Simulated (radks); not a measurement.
# Valence configurations of Cr⁺

The task here is to estimate one member of a computed series from the others.

Method: scalar-relativistic Kohn-Sham, r2SCAN, spin-polarised, spherical densities, finite nucleus; open shells are filled with parallel spins first. Code: radks (a radial shooting solver on a logarithmic mesh, Libxc functionals) version 1.

### Starting point

- element: chromium (Z = 24)
- charge: +1
- electrons: 23
- configuration: [Ar] 3d5
- nuclear rms radius: 3.6452 fm
- others tried: 3d3 4s2; 3d2 4s2 4p1; 3d4 4p1; 3d2 4s1 4p2; 3d4 4s1; 3d3 4p2; 3d2 4p3; 3d1 4s2 4p2; 3d3 4s1 4p1

Outer shells as boxes (Hund's rule):

Cr⁺
```
[Ar] core
3d [↑ ][↑ ][↑ ][↑ ][↑ ]
```

The first run:

The run's settings:

```text
Z 24
configuration [Ar] 3d5
relativity scalar-relativistic
functional r2scan,r2scan
spin polarised
nucleus finite rms 3.6452 fm
c 137.035999084
```

Among the steps run: [Ar] 3d5.

One of the session's tables, all rows but one given; the rest of the session is left out.

It belongs to the step «[Ar] 3d5». From the orbitals of this run (lengths in bohr):

```
  level     <r>  outermost maximum (interpolated)  90 % within  nodes
2s down  0.2920                             0.243        0.453      1
  2p up  0.2600                             0.198        0.426      0
2p down  0.2592                             0.198        0.425      0
  3s up       ?                                 ?            ?      ?
3s down  0.9070                             0.778         1.36      2
  3p up  0.9694                             0.800         1.50      1
3p down  0.9729                             0.802         1.50      1
  3d up   1.365                             0.844         2.42      0
```

Estimate the missing values for 3s up.

As computed: <r>: 0.9041; outermost maximum (interpolated): 0.777; 90 % within: 1.36; nodes: 2. In the column «<r>» it lies between 2s down (0.2920) and 3s down (0.9070).
